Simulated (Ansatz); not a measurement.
**ClFGeH₂N radical: one species, many functionals**

The task here is to estimate one member of a computed series from the others.

Computed with Ansatz 0.2.0, Gaussian basis. Level: functionals in def2-TZVPP.

Levels to be run: LDA (SPW92), PBE-D4, revPBE-D4, BLYP-D4, r2SCAN-D4, B97M-V, PBE0-D4, B3LYP-D4, r2SCANh-D4, r2SCAN0-D4.

## The geometry

An earlier PBE0-D4 in a triple-zeta def2 set relaxation fixed the geometry.

SMILES `[NH2][Ge]([F])[Cl]`, 6 atoms, charge 0, spin multiplicity 2.

Atoms are counted from 1 here; the program's logs count them from 0.

Bond lengths: N1–Ge2 1.833 Å, N1–H5 1.013 Å, N1–H6 1.012 Å, Ge2–F3 1.741 Å, Ge2–Cl4 2.161 Å. Angles: Ge2–N1–H5 114.0°, Ge2–N1–H6 114.9°, H5–N1–H6 109.8°, N1–Ge2–F3 103.1°, N1–Ge2–Cl4 107.4°, F3–Ge2–Cl4 107.9°.

Set-up of the first run:

in.yaml

```yaml
crystal:
  periodic: [false, false, false]
  atoms:
    - {symbol: N, position_ang: [0.006099, 0.949491, -0.165969]}
    - {symbol: Ge, position_ang: [-0.245387, -0.765987, 0.428783]}
    - {symbol: F, position_ang: [1.318166, -1.196693, 1.060813]}
    - {symbol: Cl, position_ang: [-0.623940, -2.000026, -1.304409]}
    - {symbol: H, position_ang: [0.392412, 1.574504, 0.531441]}
    - {symbol: H, position_ang: [-0.805251, 1.374809, -0.596760]}
basis:
  gaussian: {orbitals: def2-TZVPP}
magnetization: {spin_polarized: true, initial_magnetization: 1}
hamiltonian: {xc: lda}
output: {orbitals: {seedname: orbitals}}
```

Run with:

```sh
$ ansatz run in.yaml --threads 2 --pin off --events-out ev --progress --plain --max-ram 32768MiB --backend cpu
```

Steps of the session up to this table: LDA; PBE-D4 (GGA); revPBE-D4 (GGA); BLYP-D4 (GGA); r2SCAN-D4 (meta-GGA); B97M-V (meta-GGA); B3LYP-D4 (hybrid); r2SCANh-D4 (hybrid); r2SCAN0-D4 (hybrid).

One table of the session follows, with a row left open; its other results are not shown here.

It belongs to the step «Orbital energies across the functionals». 

```
 functional  HOMO (eV)  LUMO (eV)  gap (eV)
LDA (SPW92)          ?          ?         ?
     PBE-D4      -5.61      -4.53      1.08
  revPBE-D4      -5.56      -4.39      1.18
    BLYP-D4      -5.45      -4.54      0.92
  r2SCAN-D4      -6.03      -4.23      1.80
     B97M-V      -5.89      -4.51      1.38
    PBE0-D4      -6.90      -3.65      3.24
   B3LYP-D4      -6.64      -4.05      2.59
 r2SCANh-D4      -6.50      -3.91      2.60
 r2SCAN0-D4      -7.21      -3.42      3.80
```

**Question.** Estimate the row for LDA (SPW92).

The run gave: HOMO (eV): -5.71; LUMO (eV): -4.91; gap (eV): 0.80. In the column «HOMO (eV)» it lies between B97M-V (-5.89) and PBE-D4 (-5.61).
